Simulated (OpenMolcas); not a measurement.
# Co³⁺ among point charges: CASSCF and CASPT2 levels and susceptibility

Aim: the splitting of the states of Co³⁺ in the field of 6 point charges, its lowest levels with spin-orbit coupling and its magnetic susceptibility.

Method: state-averaged CASSCF and CASPT2, spin-orbit coupling by RASSI with atomic mean-field integrals. Code: OpenMolcas 26.06.

### Step 1. What is computed

| Property | Result |
| --- | --- |
| Species | Co³⁺ (cobalt, Z = 27, 24 electrons) |
| Basis | ANO-RCC-VDZP [5s4p2d1f], 34 functions |
| Scalar Hamiltonian | DKH2, point nucleus |
| Inactive shells | 1s 2s 2p 3s 3p |
| Active space | 6 electrons in 5 orbitals (3d) |
| Some configurations of this space | 3d⁶ |
| Orbitals | optimised for each spin and parity, averaged over all roots |

The outer shells:

3d6
```
3d [↑↓][↑ ][↑ ][↑ ][↑ ]
```

The ion sits among 6 point charges of -2.2 e arranged as a trigonal prism (D3h), 2.19 Å from the ion, with a polar angle of 42.7° against the regular 49.1°.

Each step is its own input file, run in one work folder so that later steps find the files of earlier ones. Labels, J, g values, rates, χT and fits are worked out afterwards by a script from the matrices that RASSI stores.

### Step 2. Basis and integrals

a.inp reads:

```
&GATEWAY
Coord
1

Co 0.0 0.0 0.0
Basis=ANO-RCC-VDZP
Group=NoSym
NoMove
AngMom=0.0 0.0 0.0
AMFI
XField
6 Angstrom 0
1.485647 0.000000 1.609022 -2.200000
-0.742824 1.286608 1.609022 -2.200000
-0.742824 -1.286608 1.609022 -2.200000
1.485647 0.000000 -1.609022 -2.200000
-0.742824 1.286608 -1.609022 -2.200000
-0.742824 -1.286608 -1.609022 -2.200000
&SEWARD
```

Standard output:

```text
Basis set label: CO.ANO-RCC...5S4P2D1F.

      Electronic valence basis set:
      ------------------
      Associated Effective Charge  27.000000 au
      Associated Actual Charge     27.000000 au
      Nuclear Model: Point charge

      Shell  nPrim  nBasis  Cartesian Spherical Contaminant
         s      21       5        X
         p      15       4        X
         d      10       2                 X
         f       6       1                 X
                  Relativistic Douglas-Kroll-Hess integrals:
                    - DKH order of Hamiltonian: 2
                    - DKH order of Properties : 0
                  Atomic mean-field integrals
```

### Step 3. CASSCF: quintets, 5 roots

a.inp reads:

```
&RASSCF
FileOrb=start.orb
Symmetry=1
Spin=5
nActEl=6 0 0
Inactive=9
Ras2=5
CIRoot=5 5 1
SDav=5
CIMx=300
Iter=120 100
PrWF=0.3
OrbListing=Nothing
MaxOrb=0
>>> COPY $Project.JobIph JOB001
```

start.orb holds the contracted functions of the basis, ordered by shell, or the orbitals of the step before.

Standard output, cut to the lines that bear on the results:

```text
[...]
      Number of active orbitals                  5
[...]
      Spin quantum number                      2.0
[...]
      Active orbitals                            5
[...]
      Number of CSFs                             5
      Number of root(s) required                 5
[...]
      Convergence after 10 iterations
[...]
      Natural orbitals and occupation numbers for root  1
      sym 1:   1.000000   1.000000   1.000000   1.000000   2.000000
      Natural orbitals and occupation numbers for root  2
      sym 1:   2.000000   1.000000   1.000000   1.000000   1.000000
      Natural orbitals and occupation numbers for root  3
      sym 1:   1.000000   1.000000   2.000000   1.000000   1.000000
::    RASSCF root number  1 Total energy:  -1399.44098365
::    RASSCF root number  2 Total energy:  -1399.44098365
::    RASSCF root number  3 Total energy:  -1399.40702737
::    RASSCF root number  4 Total energy:  -1399.40534612
::    RASSCF root number  5 Total energy:  -1399.40534609
```

### Step 4. Reference wave functions, triplets, 45 roots

a.inp reads:

```
&RASSCF
FileOrb=start.orb
Symmetry=1
Spin=3
nActEl=6 0 0
Inactive=9
Ras2=5
CIRoot=45 45 1
SDav=45
CIMx=300
Iter=120 100
PrWF=0.3
OrbListing=Nothing
MaxOrb=0
>>> COPY $Project.JobIph JOB002
```

Standard output, cut to the lines that bear on the results:

```text
[...]
      Number of active orbitals                  5
[...]
      Spin quantum number                      1.0
[...]
      Active orbitals                            5
[...]
      Number of CSFs                            45
      Number of root(s) required                45
[...]
      Convergence after  9 iterations
[...]
      Natural orbitals and occupation numbers for root  1
      sym 1:   0.654108   1.517169   1.250706   0.934583   1.643435
      Natural orbitals and occupation numbers for root  2
      sym 1:   0.654047   1.517265   0.934644   1.250648   1.643397
      Natural orbitals and occupation numbers for root  3
      sym 1:   0.835798   1.419875   1.454307   0.835878   1.454141
::    RASSCF root number  1 Total energy:  -1399.31642199
::    RASSCF root number  2 Total energy:  -1399.31642198
::    RASSCF root number  3 Total energy:  -1399.31639770
[...]
::    RASSCF root number 27 Total energy:  -1399.27227492
::    RASSCF root number 28 Total energy:  -1399.27227492
::    RASSCF root number 29 Total energy:  -1399.26350268
::    RASSCF root number 30 Total energy:  -1399.26347596
```

### Step 5. Reference wave functions, singlets, 50 roots

a.inp reads:

```
&RASSCF
FileOrb=start.orb
Symmetry=1
Spin=1
nActEl=6 0 0
Inactive=9
Ras2=5
CIRoot=50 50 1
SDav=50
CIMx=300
Iter=120 100
PrWF=0.3
OrbListing=Nothing
MaxOrb=0
>>> COPY $Project.JobIph JOB003
```

Standard output, cut to the lines that bear on the results:

```text
[...]
      Number of active orbitals                  5
[...]
      Spin quantum number                      0.0
[...]
      Active orbitals                            5
[...]
      Number of CSFs                            50
      Number of root(s) required                50
[...]
      Convergence after  8 iterations
[...]
      Natural orbitals and occupation numbers for root  1
      sym 1:   0.612422   1.535617   1.619769   0.612422   1.619769
      Natural orbitals and occupation numbers for root  2
      sym 1:   0.636316   1.075523   1.790572   0.939609   1.557980
      Natural orbitals and occupation numbers for root  3
      sym 1:   0.636315   1.790512   0.939610   1.075494   1.558068
::    RASSCF root number  1 Total energy:  -1399.26802837
::    RASSCF root number  2 Total energy:  -1399.26539613
::    RASSCF root number  3 Total energy:  -1399.26539613
[...]
::    RASSCF root number 27 Total energy:  -1399.19082312
::    RASSCF root number 28 Total energy:  -1399.19082312
::    RASSCF root number 29 Total energy:  -1399.17551285
::    RASSCF root number 30 Total energy:  -1399.16899362
```

### Step 6. RASSI: spin-orbit coupling between the states

a.inp reads:

```
&RASSI
NrOfJobIphs=3 5 45 50
1 2 3 4 5
1 2 3 4 5 6 7 8 9 10 11 12 13 14 15 16 17 18 19 20 21 22 23 24 25 26 27
28 29 30 31 32 33 34 35 36 37 38 39 40 41 42 43 44 45
1 2 3 4 5 6 7 8 9 10 11 12 13 14 15 16 17 18 19 20 21 22 23 24 25 26 27
28 29 30 31 32 33 34 35 36 37 38 39 40 41 42 43 44 45 46 47 48 49 50
IphNames
JOB001
JOB002
JOB003
EJob
SpinOrbit
DIPRint=1.0
SOCoupling=1000.0
Subsets=2
Property=9
'ANGMOM' 1 'ANGMOM' 2 'ANGMOM' 3 'MLTPL  1' 1 'MLTPL  1' 2 'MLTPL  1' 3
'AMFI' 1 'AMFI' 2 'AMFI' 3
SOProperty=3
'ANGMOM' 1 'ANGMOM' 2 'ANGMOM' 3
```

Standard output, cut to the lines that bear on the results:

```text
SPIN-FREE ENERGIES:
  (Shifted by EMIN (a.u.) =      -1399.4409836547)
 SF State       Relative EMIN(au)   Rel lowest level(eV)    D:o, cm**(-1)      L_eff
     1             0.0000000000        0.0000000000              0.0000         2.0
     2             0.0000000008        0.0000000215              0.0002         2.0
     3             0.0339562885        0.9239976820           7452.5439         2.0
     4             0.0356375393        0.9697468458           7821.5358         2.0
     5             0.0356375622        0.9697474707           7821.5408         2.0
     6             0.1245616693        3.3894956938          27338.1264         4.4
     7             0.1245616708        3.3894957345          27338.1268         4.4
     8             0.1245859535        3.3901565008          27343.4562         4.9
     9             0.1245950540        3.3904041392          27345.4536         4.9
    10             0.1256446515        3.4189651420          27575.8136         4.8
[...]
Eigenvalues of complex Hamiltonian:
   -----------------------------------
  (Shifted by EMIN (a.u.) =      -1399.4409836547)
 SO State       Relative EMIN(au)   Rel lowest level(eV)    D:o, cm**(-1)     J-value
     1            -0.0030136334        0.0000000000              0.0000         1.6
     2            -0.0030136334        0.0000000000              0.0000         1.6
     3            -0.0016301109        0.0376475651            303.6481         2.3
     4            -0.0016300982        0.0376479103            303.6509         2.3
     5            -0.0002519832        0.0751483307            606.1122         2.5
     6            -0.0002519824        0.0751483521            606.1123         2.5
     7             0.0011214368        0.1125209935            907.5430         2.3
     8             0.0011214370        0.1125209987            907.5431         2.3
     9             0.0024894569        0.1497467175           1207.7887         1.6
    10             0.0024921209        0.1498192070           1208.3734         1.6
    11             0.0316481332        0.9431947188           7607.3784         3.9
[...]
```

Time for these steps: 43 s (1 thread, shared host).

States without spin-orbit coupling:

| state | degeneracy | E (cm-1) | free-ion L (%) |
| --- | --- | --- | --- |
| 5E | 2 | 0 | D (100) |
| 5A1 | 1 | 7453 | D (100) |
| 5E | 2 | 7822 | D (100) |
| 3E | 2 | 27338 | H (67) |
| 3A2 | 1 | 27343 | H (86) |
| 3A1 | 1 | 27345 | H (86) |
| 3E | 2 | 27576 | H (85) |
| 3A2 | 1 | 27952 | H (80) |
| 3E | 2 | 28382 | H (82) |
| 3E | 2 | 31887 | P (55) |
| 3E | 2 | 32332 | F (88) |
| 3A2 | 1 | 32368 | P (97) |
| 3A2 | 1 | 32794 | F (95) |
| 3A1 | 1 | 32799 | F (95) |
| 3E | 2 | 32811 | H (100) |
| 3E | 2 | 34646 | G (49) |
| 3A1 | 1 | 35309 | G (89) |
| 3A2 | 1 | 35861 | F (83) |
| 3E | 2 | 36812 | F (36) |
| 3E | 2 | 36994 | G (78) |
| 3E | 2 | 37027 | G (82) |
| 1A1 | 1 | 37959 | I (96) |
| 1E | 2 | 38537 | I (97) |
| 3A1 | 1 | 38953 | G (81) |

With spin-orbit coupling:

```
E (cm-1)  Degeneracy  Label  2S+1                g
     0.0           2      E     5  0.00 0.00 12.00
   303.6           2            5   0.00 0.00 8.00
   606.1           2      E     5   0.00 0.00 4.00
   907.5           2      E     5                 
    1208           1     A1     5                 
    1208           1     A2     5                 
    7607           1     A1     5                 
    7646           2      E     5   0.00 0.00 3.69
    7777           2      E     5   0.00 0.00 7.27
    8133           2            5  0.00 0.00 10.00
    8591           2      E     5   0.00 0.00 6.73
    8614           2      E     5   0.00 0.00 3.55
    8621           1     A2     5                 
    9012           2      E     5   0.00 0.00 4.77
    9046           1     A1     5                 
   27539           2      E     3  0.00 0.00 10.00
   27546           2      E     3   0.00 0.00 5.96
   27724           1     A1     3                 
   27724           1     A2     3                 
   27848           2      E     3   0.00 0.00 2.20
   27907           1     A1     3                 
   27909           1     A2     3                 
   27980           1     A1     3                 
   28169           2      E     3   0.00 0.00 3.96
```

The table of states holds 24 of 66 computed; the rest, higher up, is left out. Labels of spin-orbit levels are those of the rotation subgroup (D3 for D3h). Principal g values are given for doublets only; a zero marks a field direction without first-order Zeeman splitting.

Powder χT (cm³ K/mol): 4.51 at 2 K, 4.53 at 5 K, 4.55 at 10 K, 4.60 at 20 K, 4.75 at 50 K, 4.95 at 100 K, 5.07 at 150 K, 5.11 at 200 K, 5.10 at 250 K, 5.07 at 300 K.

Orbitals of the lowest block (energies include the constant potential of the surroundings):

| shell | space | energy (hartree) | mean occupation | ⟨r²⟩ (bohr²) |
| --- | --- | --- | --- | --- |
| 1s | inactive | -283.9724 | 2.000 | 0.00421 |
| 2s | inactive | -33.6958 | 2.000 | 0.0762 |
| 2p | inactive | -28.4659 | 6.000 | 0.0618 |
| 3s | inactive | -2.8492 | 2.000 | 0.689 |
| 3p | inactive | -1.2471 | 6.000 | 0.770 |
| 3d | RAS2 |  | 6.000 | 1.16 |

### Step 7. CASPT2: IPEA 0.25, imaginary shift 0.1 (closed shells correlated: 3s 3p)

a.inp reads:

```
>>> COPY JOB001 $Project.JobIph
&CASPT2
Multistate=5 1 2 3 4 5
NoMult
Frozen=5
IPEA=0.25
Imaginary=0.1
MaxIter=60
WThr=0.0 0.3 0.05
PrWF=0.5
NoMix
>>> COPY JOB002 $Project.JobIph
&CASPT2
Multistate=45 1 2 3 4 5 6 7 8 9 10 11 12 13 14 15 16 17 18 19 20 21 22
23 24 25 26 27 28 29 30 31 32 33 34 35 36 37 38 39 40 41 42 43 44 45
NoMult
Frozen=5
IPEA=0.25
Imaginary=0.1
MaxIter=60
WThr=0.0 0.3 0.05
PrWF=0.5
NoMix
>>> COPY JOB003 $Project.JobIph
&CASPT2
Multistate=50 1 2 3 4 5 6 7 8 9 10 11 12 13 14 15 16 17 18 19 20 21 22
23 24 25 26 27 28 29 30 31 32 33 34 35 36 37 38 39 40 41 42 43 44 45 46
47 48 49 50
NoMult
Frozen=5
IPEA=0.25
Imaginary=0.1
MaxIter=60
WThr=0.0 0.3 0.05
PrWF=0.5
NoMix
```

Standard output, cut to the lines that bear on the results:

```text
[...]
      Active orbitals                            5
[...]
      E2 (Variational):          -0.3116689789
      Total energy:           -1399.7526526337
[...]
::    CASPT2 Root  1     Total energy:  -1399.75265263
::    CASPT2 Root  2     Total energy:  -1399.75228499
[...]
::    CASPT2 Root 27     Total energy:  -1399.53313264
::    CASPT2 Root 28     Total energy:  -1399.53328402
::    CASPT2 Root 29     Total energy:  -1399.51555354
::    CASPT2 Root 30     Total energy:  -1399.50847834
```

Time for this run: 11 s (1 thread, shared host).

SS-CASPT2: lowest energy less the reference's lowest, -0.3115 hartree; reference weights 0.946 to 0.959.

Spin-free states, with their symmetry labels:

| state | degeneracy | E (cm-1) | free-ion L (%) |
| --- | --- | --- | --- |
| 5E | 2 | 0 | D (100) |
| 5A1 | 1 | 7813 | D (100) |
| 5E | 2 | 8632 | D (100) |
| 3E | 2 | 25472 | H (67) |
| 3A2 | 1 | 26019 | H (86) |
| 3A1 | 1 | 26020 | H (86) |
| 3A2 | 1 | 26376 | H (80) |
| 3E | 2 | 26604 | H (85) |
| 3E | 2 | 26953 | H (82) |
| 3A2 | 1 | 27683 | P (97) |
| 3E | 2 | 28727 | P (55) |
| 3E | 2 | 28958 | F (88) |
| 3A2 | 1 | 29658 | F (95) |
| 3A1 | 1 | 29661 | F (95) |
| 3E | 2 | 31220 | G (49) |
| 3E | 2 | 32210 | H (100) |
| 3A1 | 1 | 32805 | G (89) |
| 3A2 | 1 | 33882 | F (83) |
| 3E | 2 | 34282 | F (36) |
| 3E | 2 | 34816 | G (78) |
| 3E | 2 | 35335 | G (82) |
| 1A1 | 1 | 36426 | I (96) |
| 1E | 2 | 36982 | I (97) |
| 3A1 | 1 | 37454 | G (81) |

With spin-orbit coupling:

| E (cm-1) | Degeneracy | Label | 2S+1 | g |
| --- | --- | --- | --- | --- |
| 0 | 2 | E | 5 | 0.00 0.00 12.00 |
| 310 | 2 |  | 5 | 0.00 0.00 8.00 |
| 610 | 2 | E | 5 | 0.00 0.00 4.00 |
| 910 | 2 | E | 5 |  |
| 1210 | 1 | A1 | 5 |  |
| 1210 | 1 | A2 | 5 |  |
| 8080 | 1 | A1 | 5 |  |
| 8120 | 2 | E | 5 | 0.00 0.00 3.83 |
| 8250 | 2 | E | 5 | 0.00 0.00 7.65 |
| 8940 | 2 |  | 5 | 0.00 0.00 10.00 |
| 9280 | 2 | E | 5 | 0.00 0.00 6.35 |
| 9400 | 2 | E | 5 | 0.00 0.00 2.97 |
| 9430 | 1 | A2 | 5 |  |
| 9720 | 2 | E | 5 | 0.00 0.00 5.20 |
| 9730 | 1 | A1 | 5 |  |
| 25680 | 2 | E | 3 | 0.00 0.00 5.99 |
| 26010 | 2 | E | 3 | 0.00 0.00 2.15 |
| 26120 | 1 | A1 | 3 |  |
| 26220 | 2 | E | 3 | 0.00 0.00 10.00 |
| 26430 | 1 | A2 | 3 |  |
| 26560 | 1 | A1 | 3 |  |
| 26560 | 1 | A2 | 3 |  |
| 26750 | 1 | A1 | 3 |  |
| 26750 | 1 | A2 | 3 |  |

Powder χT (cm³ K/mol): 4.51 at 2 K, 4.53 at 5 K, 4.55 at 10 K, 4.60 at 20 K, 4.74 at 50 K, 4.95 at 100 K, 5.06 at 150 K, 5.10 at 200 K, 5.09 at 250 K, 5.06 at 300 K.

### Step 8. The methods side by side

A. CASSCF
B. SS-CASPT2, IPEA 0.25, imaginary shift 0.1 (closed shells correlated: 3s 3p)

| method | ground state | first state of that spin (cm-1) | first gap with spin-orbit (cm-1) | χT at 300 K |
| --- | --- | --- | --- | --- |
| A | 5E | 5A1 7453 | 303.6 | 5.07 |
| B | 5E | 5A1 7813 | 305.8 | 5.06 |

### Step 9. Results

```
                                            quantity                                                                        value
                                              method  SS-CASPT2, IPEA 0.25, imaginary shift 0.1 (closed shells correlated: 3s 3p)
                              spin-free ground state                                               5E, 2-fold in its orbital part
first state of the same spin within the active space                                                             5A1 at 7810 cm⁻¹
                                        lowest level                                              2-fold E, g = 0.00, 0.00, 12.00
                                          next level                                                                   305.8 cm⁻¹
                                         χT at 300 K                                                               5.06 cm³ K/mol
                           effective moment at 300 K                                                                      6.36 μB
```

Cost by method:

| method | time of its own steps | time with the reference |
| --- | --- | --- |
| A. CASSCF | 43 s | 43 s |
| B. SS-CASPT2, IPEA 0.25, imaginary shift 0.1, +3s 3p | 11 s | 54 s |

Times are of one thread on a shared host.

The spin-free ground state (5E) comes to 100 % from free-ion D terms and keeps the highest spin of the shell. χT at 300 K is 5.06, against 3.01 cm³ K/mol for the spin alone, so orbital moment adds to it. An active space of the d shell alone favours high spin; real ions in strong fields can be low spin. CASPT2 does not keep the components of a term degenerate, and the means are used. The field of point charges can differ much from that of real complexes. With metal d orbitals alone active, the gaps between spin states are rough; where two lie within a few thousand cm-1, their order is open. Point charges carry no covalency, so the field is a model and not that of real ligands.
